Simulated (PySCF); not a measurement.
# Si²⁺: excitation energies in x2c-QZVPPall

Wanted: the excitation energy of silicon, up a ladder of methods.

The numbers are computed with PySCF 2.14.0 (unrestricted determinants in a Gaussian basis, no spin-orbit coupling in the energies), except any that are marked as measured or tabulated.

### 1 The atom as given

```
Element                                   : silicon (Z = 14)
Basis                                     : x2c-QZVPPall (9s6p4d2f1g, 70 functions)
Hamiltonian                               : the spin-free X2C one-electron Hamiltonian (Gaussian nucleus)
State 1                                   : Si²⁺: [Ne] 3p2, high-spin 3P determinant (an excited configuration)
State 2                                   : Si²⁺: [Ne] 3s1 3p1, high-spin 3P determinant (an excited configuration)
Needed too, but not shown                 : Si²⁺ [Ne] 3s2 (1S)
Methods                                   : CCSD(T)
Core shells frozen in the correlated runs : valence and next inner shell: 1s2 (for Si²⁺)
```

Outer shells as boxes (Hund's rule):

Si2+ [Ne] 3p2
```
[Ne] core
3p [↑ ][↑ ][  ]
```

Si2+ [Ne] 3s1 3p1
```
[Ne] core
3s [↑ ]
3p [↑ ][  ][  ]
```

One driver process ran all states and methods and kept the integrals in memory. Each run is shown as a PySCF script that sums up its settings (the driver passes frozen orbitals as a list and adds second-order terms of double hybrids); the logs are those of the runs themselves. The driver starts from symmetry-adapted Hartree-Fock orbitals, holds the occupation by maximum overlap and uses a logarithmic radial grid for functionals, so a plain start would take other cycles.

The integrals over 70 functions and the set-up took 0.26 s of CPU time.

### 2 Si²⁺ [Ne] 3p2: CCSD(T) (valence and next inner shell)

Level: CCSD(T) (valence and next inner shell).

Input file input.py:

```python
from pyscf import gto, scf, dft, mp, cc
import basis_set_exchange as bse
mol = gto.M(atom="Si 0 0 0", charge=2, spin=2, symmetry="D2h",
            basis=gto.basis.parse(bse.get_basis("x2c-QZVPPall", elements=["Si"], fmt="nwchem")),
            nucmod="G")
mf = scf.UHF(mol).sfx2c1e()
mf.irrep_nelec = {'Ag': (2, 2), 'B1u': (2, 1), 'B2u': (2, 1), 'B3u': (1, 1)}
mf.kernel()
mycc = cc.CCSD(mf, frozen=1).run()
mycc.ccsd_t()
```

The log of the run:

```text
CC2 = 0
CCSD nocc = (np.int64(6), np.int64(4)), nmo = (69, 69)
frozen orbitals [[0], [0]]
max_cycle = 100
direct = 0
conv_tol = 1e-08
conv_tol_normt = 1e-06
diis_space = 8
diis_start_cycle = 0
Init t2, MP2 energy = -0.178883791910441
Init E_corr(UCCSD) = -0.1788837919111
cycle = 1  E_corr(UCCSD) = -0.183116558043871  dE = -0.00423276613  norm(t1,t2) = 0.0241692
cycle = 2  E_corr(UCCSD) = -0.18462782940022  dE = -0.00151127136  norm(t1,t2) = 0.00872834
cycle = 3  E_corr(UCCSD) = -0.185191673724159  dE = -0.000563844324  norm(t1,t2) = 0.00349949
cycle = 4  E_corr(UCCSD) = -0.185181647945423  dE = 1.00257787e-05  norm(t1,t2) = 0.000229217
cycle = 5  E_corr(UCCSD) = -0.185172984196713  dE = 8.66374871e-06  norm(t1,t2) = 4.7291e-05
cycle = 6  E_corr(UCCSD) = -0.185173048683907  dE = -6.44871936e-08  norm(t1,t2) = 9.74298e-05
cycle = 7  E_corr(UCCSD) = -0.185174007083051  dE = -9.58399144e-07  norm(t1,t2) = 5.72872e-05
cycle = 8  E_corr(UCCSD) = -0.185173980671827  dE = 2.64112238e-08  norm(t1,t2) = 1.38634e-06
cycle = 9  E_corr(UCCSD) = -0.185173964722818  dE = 1.59490097e-08  norm(t1,t2) = 3.21476e-07
cycle = 10  E_corr(UCCSD) = -0.185173968380651  dE = -3.65783343e-09  norm(t1,t2) = 5.30685e-08
UCCSD converged
E(UCCSD) = -288.2333738734514  E_corr = -0.185173968380651
UCCSD(T) correction = -0.00118638369874093
```

It used 15 s of CPU time after the integrals (shared host).

CCSD correlation -0.18517 hartree, triples -0.00119; total -288.234560. T1 = 0.003, largest double amplitude 0.069.

### 3 Si²⁺ [Ne] 3s1 3p1: CCSD(T) (valence and next inner shell)

Level: CCSD(T) (valence and next inner shell).

Edit input.py of step 2 so:

```diff
@@ -6,3 +6,3 @@
 mf = scf.UHF(mol).sfx2c1e()
-mf.irrep_nelec = {'Ag': (2, 2), 'B1u': (2, 1), 'B2u': (2, 1), 'B3u': (1, 1)}
+mf.irrep_nelec = {'Ag': (3, 2), 'B1u': (1, 1), 'B2u': (2, 1), 'B3u': (1, 1)}
 mf.kernel()
```

The log of the run:

```text
CC2 = 0
CCSD nocc = (np.int64(6), np.int64(4)), nmo = (69, 69)
frozen orbitals [[0], [0]]
max_cycle = 100
direct = 0
conv_tol = 1e-08
conv_tol_normt = 1e-06
diis_space = 8
diis_start_cycle = 0
Init t2, MP2 energy = -0.174682015324717
Init E_corr(UCCSD) = -0.174682015344883
cycle = 1  E_corr(UCCSD) = -0.177876613457078  dE = -0.00319459811  norm(t1,t2) = 0.0193761
cycle = 2  E_corr(UCCSD) = -0.17912868386893  dE = -0.00125207041  norm(t1,t2) = 0.00769611
cycle = 3  E_corr(UCCSD) = -0.179602853525886  dE = -0.000474169657  norm(t1,t2) = 0.00364865
cycle = 4  E_corr(UCCSD) = -0.179585625307266  dE = 1.72282186e-05  norm(t1,t2) = 0.00038888
cycle = 5  E_corr(UCCSD) = -0.17957266942826  dE = 1.2955879e-05  norm(t1,t2) = 8.06366e-05
cycle = 6  E_corr(UCCSD) = -0.179575067076361  dE = -2.3976481e-06  norm(t1,t2) = 1.24729e-05
cycle = 7  E_corr(UCCSD) = -0.179575029198167  dE = 3.78781941e-08  norm(t1,t2) = 1.4926e-06
cycle = 8  E_corr(UCCSD) = -0.179574998017725  dE = 3.11804421e-08  norm(t1,t2) = 2.85361e-07
cycle = 9  E_corr(UCCSD) = -0.179574998762812  dE = -7.45087408e-10  norm(t1,t2) = 3.54113e-08
UCCSD converged
E(UCCSD) = -288.5850728909714  E_corr = -0.1795749987628123
UCCSD(T) correction = -0.0011143481747095
```

It used 15 s of CPU time after the integrals (shared host).

CCSD correlation -0.17957 hartree, triples -0.00111; total -288.586187. T1 = 0.004, largest double amplitude 0.038.

### 4 The energy differences

Excitation energy: Si²⁺ [Ne] 3s2 (1S) → Si²⁺ [Ne] 3p2 (3P).

| method | value (eV) | less CCSD(T) (valence and next inner shell) (eV) |
| --- | --- | --- |
| UHF | 15.047 | -1.105 |
| MP2 (valence and next inner shell) | 15.990 | -0.162 |
| SCS-MP2 (valence and next inner shell) | 16.248 | +0.096 |
| CCSD (valence and next inner shell) | 16.120 | -0.032 |
| CCSD(T) (valence and next inner shell) | 16.152 | +0.000 |

A first-order spin-orbit estimate (lowest level to lowest level, LS coupling) adds -0.027 eV.

Excitation energy: Si²⁺ [Ne] 3s2 (1S) → Si²⁺ [Ne] 3s1 3p1 (3P).

| method | value (eV) | less CCSD(T) (valence and next inner shell) (eV) |
| --- | --- | --- |
| UHF | 5.325 | -1.259 |
| MP2 (valence and next inner shell) | 6.382 | -0.202 |
| SCS-MP2 (valence and next inner shell) | 6.567 | -0.017 |
| CCSD (valence and next inner shell) | 6.550 | -0.034 |
| CCSD(T) (valence and next inner shell) | 6.584 | +0.000 |

A first-order spin-orbit estimate (lowest level to lowest level, LS coupling) adds -0.028 eV.

The differences also use runs on Si²⁺ [Ne] 3s2 (1S), which are not shown here. The runs at UHF, MP2 (valence and next inner shell) are not shown; their differences are listed all the same.

### 5 What came out

| quantity | value |
| --- | --- |
| excitation energy, Si²⁺ → [Ne] 3p2 | UHF 15.047, CCSD(T) (valence and next inner shell) 16.152 eV |
| excitation energy, Si²⁺ → [Ne] 3s1 3p1 | UHF 5.325, CCSD(T) (valence and next inner shell) 6.584 eV |

Each level's miss (mean over 2 differences):

| method | mean absolute miss against CCSD(T) (valence and next inner shell) (eV) |
| --- | --- |
| UHF | 1.182 |
| MP2 (valence and next inner shell) | 0.182 |
| SCS-MP2 (valence and next inner shell) | 0.057 |
| CCSD (valence and next inner shell) | 0.033 |
| CCSD(T) (valence and next inner shell) | 0.000 |

What this shows: For the first difference the methods span 1.201 eV, from UHF (15.047) to SCS-MP2 (valence and next inner shell) (16.248). No reference value is at hand in this session. All values hold for this basis alone; no basis-set limit was taken.
